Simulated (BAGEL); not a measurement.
# CH3ClGaN (SMILES C#[N+][GaH2-][Cl]) at HF/STO-3G (density fitting with qzvpp-jkfit)

Aim: the energy change on altering one bond length of CH3ClGaN at HF/STO-3G (density fitting with qzvpp-jkfit), from 2 runs. 

The calculation is run with BAGEL 1.2.2.

6 further runs of the same task are left out: 5 that didn't finish, 1 set aside as unsound or not needed.

### Step 1. The system as given

CH3ClGaN: 7 atoms, total charge 0, spin state singlet. As SMILES, `C#[N+][GaH2-][Cl]`. Geometry: a GFN2-xTB relaxation, a rough one for these elements and not checked as a minimum.

Bond lengths: C1–N2 1.140 Å, N2–Ga3 2.134 Å, Ga3–Cl4 2.077 Å, C1–H5 1.061 Å, Ga3–H6 1.552 Å, Ga3–H7 1.543 Å. Angles: C1–N2–Ga3 158.9°, N2–Ga3–Cl4 101.2°, N2–C1–H5 179.1°, N2–Ga3–H6 91.4°, N2–Ga3–H7 96.8°, Cl4–Ga3–H6 118.1°, Cl4–Ga3–H7 119.1°, H6–Ga3–H7 119.0°.

### Step 2. The energy at HF/STO-3G (density fitting with qzvpp-jkfit)

The input, calc.json:

```json
{ "bagel" : [

{
  "title" : "molecule",
  "basis" : "sto-3g",
  "df_basis" : "qzvpp-jkfit",
  "angstrom" : true,
  "geometry" : [
    { "atom" : "C", "xyz" : [   -0.382180,   -1.021910,   -1.599270 ] },
    { "atom" : "N", "xyz" : [    0.131730,   -0.505680,   -0.721770 ] },
    { "atom" : "Ga", "xyz" : [    0.344300,    0.600600,    1.090150 ] },
    { "atom" : "Cl", "xyz" : [   -0.894170,    2.225660,    0.719320 ] },
    { "atom" : "H", "xyz" : [   -0.846010,   -1.508340,   -2.420390 ] },
    { "atom" : "H", "xyz" : [   -0.227690,   -0.578620,    1.920780 ] },
    { "atom" : "H", "xyz" : [    1.874010,    0.788290,    1.011180 ] }
  ]
},
{ "title" : "hf" },
{ "title" : "print", "file" : "orbitals.molden", "orbitals" : true }

]}
```

On the command line:

```
BAGEL_NUM_THREADS=1 BAGEL calc.json > calc.out
```

The program printed:

```text
* using 1 threads per process

  ===============================================================
  ===============================================================

  *** Geometry ***

  { "atom" : "C", "xyz" : [     -0.722216,     -1.931130,     -3.022182 ] },
  { "atom" : "N", "xyz" : [      0.248934,     -0.955597,     -1.363948 ] },
  { "atom" : "Ga", "xyz" : [      0.650633,      1.134970,      2.060085 ] },
  { "atom" : "Cl", "xyz" : [     -1.689736,      4.205888,      1.359318 ] },
  { "atom" : "H", "xyz" : [     -1.598727,     -2.850350,     -4.573874 ] },
  { "atom" : "H", "xyz" : [     -0.430272,     -1.093433,      3.629748 ] },
  { "atom" : "H", "xyz" : [      3.541366,      1.489652,      1.910853 ] },

  Number of auxiliary basis functions:      600

  Since a DF basis is specified, we compute 2- and 3-index integrals:
    o Being stored without compression. Storage requirement is 0.008 GB

  Number of basis functions:       40
  Number of electrons      :       64

    * METHOD: MOLECULE                             0.38

  *** RHF ***

  === Nuclear Repulsion ===
   313.0800426434

      * DIIS with orbital gradients will be used.

  === RHF iteration (sto-3g) ===
      0      -2448.29526822          0.01299272           0.06
      1      -2448.34729836          0.01024268           0.06
      2      -2448.38099013          0.00160987           0.06
      3      -2448.38309250          0.00028698           0.06
      4      -2448.38324349          0.00010659           0.06
      5      -2448.38327168          0.00004571           0.06
      6      -2448.38327764          0.00001613           0.06
      7      -2448.38327830          0.00000600           0.07
      8      -2448.38327839          0.00000354           0.06
      9      -2448.38327841          0.00000212           0.06
     10      -2448.38327842          0.00000044           0.06
     11      -2448.38327842          0.00000015           0.06
     12      -2448.38327842          0.00000007           0.06
     13      -2448.38327842          0.00000003           0.06
     14      -2448.38327842          0.00000001           0.06
     15      -2448.38327842          0.00000001           0.06
    * SCF iteration converged.

    * Permanent dipole moment:
           (    0.086020,     1.962847,     1.894845) a.u.

    * METHOD: HF                                   1.13

    * METHOD: PRINT                                0.00

  ===============================================================
```

It took 1.8 s on 1 thread of Intel Xeon Platinum 8259CL at 2.50GHz (Skylake/Cascade Lake), shared host; peak memory 0.092 GiB.

### Step 3. The distorted shape, same level

The input, calc.json:

```json
{ "bagel" : [

{
  "title" : "molecule",
  "basis" : "sto-3g",
  "df_basis" : "qzvpp-jkfit",
  "angstrom" : true,
  "geometry" : [
    { "atom" : "C", "xyz" : [   -0.637260,   -2.349425,   -3.773539 ] },
    { "atom" : "N", "xyz" : [   -0.123350,   -1.833195,   -2.896039 ] },
    { "atom" : "Ga", "xyz" : [    0.344300,    0.600600,    1.090150 ] },
    { "atom" : "Cl", "xyz" : [   -0.894170,    2.225660,    0.719320 ] },
    { "atom" : "H", "xyz" : [   -1.101090,   -2.835855,   -4.594659 ] },
    { "atom" : "H", "xyz" : [   -0.227690,   -0.578620,    1.920780 ] },
    { "atom" : "H", "xyz" : [    1.874010,    0.788290,    1.011180 ] }
  ]
},
{
  "title" : "hf"
},
{
  "title" : "print",
  "file" : "orbitals.molden",
  "orbitals" : true
}

]}
```

On the command line:

```
BAGEL_NUM_THREADS=1 BAGEL calc.json > calc.out
```

The program printed:

```text
* using 1 threads per process

  ===============================================================
  ===============================================================

  *** Geometry ***

  { "atom" : "C", "xyz" : [     -1.204247,     -4.439770,     -7.130955 ] },
  { "atom" : "N", "xyz" : [     -0.233098,     -3.464236,     -5.472721 ] },
  { "atom" : "Ga", "xyz" : [      0.650633,      1.134970,      2.060085 ] },
  { "atom" : "Cl", "xyz" : [     -1.689736,      4.205888,      1.359318 ] },
  { "atom" : "H", "xyz" : [     -2.080759,     -5.358989,     -8.682647 ] },
  { "atom" : "H", "xyz" : [     -0.430272,     -1.093433,      3.629748 ] },
  { "atom" : "H", "xyz" : [      3.541366,      1.489652,      1.910853 ] },

  Number of auxiliary basis functions:      600

  Since a DF basis is specified, we compute 2- and 3-index integrals:
    o Being stored without compression. Storage requirement is 0.008 GB

  Number of basis functions:       40
  Number of electrons      :       64

    * METHOD: MOLECULE                             0.39

  *** RHF ***

  === Nuclear Repulsion ===
   253.3048876829

      * DIIS with orbital gradients will be used.

  === RHF iteration (sto-3g) ===
      0      -2448.22541703          0.01656496           0.06
      1      -2448.28365609          0.01347198           0.06
      2      -2448.34282512          0.00133621           0.06
      3      -2448.34461044          0.00036474           0.06
      4      -2448.34482839          0.00018572           0.06
      5      -2448.34491753          0.00012067           0.07
      6      -2448.34497206          0.00007575           0.06
      7      -2448.34500181          0.00003639           0.06
      8      -2448.34500868          0.00001637           0.06
      9      -2448.34500954          0.00000937           0.06
     10      -2448.34500971          0.00000708           0.06
     11      -2448.34500989          0.00000556           0.06
     12      -2448.34501013          0.00000237           0.06
     13      -2448.34501017          0.00000110           0.06
     14      -2448.34501017          0.00000064           0.06
     15      -2448.34501017          0.00000035           0.06
     16      -2448.34501017          0.00000024           0.06
     17      -2448.34501017          0.00000013           0.06
     18      -2448.34501017          0.00000007           0.06
     19      -2448.34501017          0.00000003           0.06
     20      -2448.34501017          0.00000002           0.06
     21      -2448.34501017          0.00000002           0.06
     22      -2448.34501017          0.00000001           0.08
     23      -2448.34501017          0.00000001           0.07
    * SCF iteration converged.

    * Permanent dipole moment:
           (   -0.061642,     1.217542,     0.804543) a.u.

    * METHOD: HF                                   1.71

    * METHOD: PRINT                                0.00

  ===============================================================
```

Wall time 2.4 s (1 thread of Intel Xeon Platinum 8259CL at 2.50GHz (Skylake/Cascade Lake), shared host); peak memory 0.091 GiB.

### Step 4. Results

Level: HF/STO-3G (density fitting with qzvpp-jkfit).

| quantity | value |
| --- | --- |
| first shape: total energy | -2448.38328 Eh |
| first shape: dipole moment | 6.94 D |
| first shape: HOMO energy | -7.17 eV |
| first shape: LUMO energy | 6.16 eV |
| first shape: HOMO–LUMO gap | 13.33 eV |
| distorted shape: total energy | -2448.34501 Eh |
| distorted shape: dipole moment | 3.71 D |
| distorted shape: HOMO energy | -8.42 eV |
| distorted shape: LUMO energy | 4.16 eV |
| distorted shape: HOMO–LUMO gap | 12.58 eV |
| energy change with the N2–Ga3 bond stretched from 2.134 to 4.694 Å | 1.041 eV |

What this shows: With the N2–Ga3 bond stretched from 2.134 to 4.694 Å the energy rises by 1.04 eV (24 kcal/mol). The first shape isn't relaxed at this level, so the change isn't measured from a minimum. The minimal basis adds a large error of its own.
